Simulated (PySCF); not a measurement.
**Ge³⁰⁺: ionisation energy in even-tempered 17s7p4d3f3g**

Wanted: the ionisation energy of germanium, up a ladder of methods.

Program: PySCF 2.14.0. Level of theory: unrestricted determinants in a Gaussian basis, no spin-orbit coupling in the energies. These are calculated values, not measurements, unless marked.

**1. What is computed**

| Quantity | Value |
| --- | --- |
| Element | germanium (Z = 32) |
| Basis | an uncontracted even-tempered set (17 s from 40 bohr⁻², ratio 2.2; 7 p from 60 bohr⁻², ratio 2.4; 4 d from 180 bohr⁻², ratio 2.4; 3 f from 270 bohr⁻², ratio 2.4; 3 g from 410 bohr⁻², ratio 2.4) |
| Hamiltonian | scalar relativity by spin-free X2C-1e |
| State 1 | Ge³⁰⁺: 1s2, closed-shell 1S |
| Needed too, but not shown | Ge³¹⁺ 1s1 (2S) |
| Methods | CCSD(T) |
| Core shells frozen in the correlated runs | all electrons: nothing (for Ge³⁰⁺) |

Outer shells as boxes (Hund's rule):

Ge30+ 1s2
```
1s [↑↓]
```

One driver process ran all states and methods and kept the integrals in memory. Each run is shown as a PySCF script that sums up its settings (the driver passes frozen orbitals as a list and adds second-order terms of double hybrids); the logs are those of the runs themselves. The driver starts from symmetry-adapted Hartree-Fock orbitals, holds the occupation by maximum overlap and uses a logarithmic radial grid for functionals, so a plain start would take other cycles.

The integrals over 106 functions and the set-up took 0.36 s of CPU time.

**2. Ge³⁰⁺, at CCSD(T) (all electrons)**

Level: CCSD(T) (all electrons).

Input file input.py:

```python
from pyscf import gto, scf, dft, mp, cc
mol = gto.M(atom="Ge 0 0 0", charge=30, spin=0, symmetry="D2h",
            basis=gto.etbs([(0, 17, 40, 2.2), (1, 7, 60, 2.4), (2, 4, 180, 2.4), (3, 3, 270, 2.4), (4, 3, 410, 2.4)]),
            nucmod="G")
mf = scf.UHF(mol).sfx2c1e()
mf.irrep_nelec = {'Ag': (1, 1)}
mf.kernel()
mycc = cc.CCSD(mf, frozen=[[97, 98, 99, 100, 101, 102, 103, 104, 105], [97, 98, 99, 100, 101, 102, 103, 104, 105]]).run()
mycc.ccsd_t()
```

Before running it: what results should come out?

**Answer**, as computed:

| quantity | value |
| --- | --- |
| ionisation energy, Ge³⁰⁺ | UHF 13569.2, FCI (all electrons) 13570.6 eV; reference 13557.4 |

Accuracy by level (over 1 difference):

```
                 method  mean absolute miss against FCI (all electrons) (eV)
                    UHF                                                1.364
    MP2 (all electrons)                                                0.011
SCS-MP2 (all electrons)                                                0.260
   CCSD (all electrons)                                                0.000
CCSD(T) (all electrons)                                                0.000
  CCSDT (all electrons)                                                0.000
    FCI (all electrons)                                                0.000
```

**Reading.** The methods span 1.624 eV, from UHF (13569.2) to SCS-MP2 (all electrons) (13570.9). The reference is uncertain or not like for like (spin-orbit coupling or other relativistic terms), so no ranking of close methods is drawn. All values hold for this basis alone; no basis-set limit was taken.
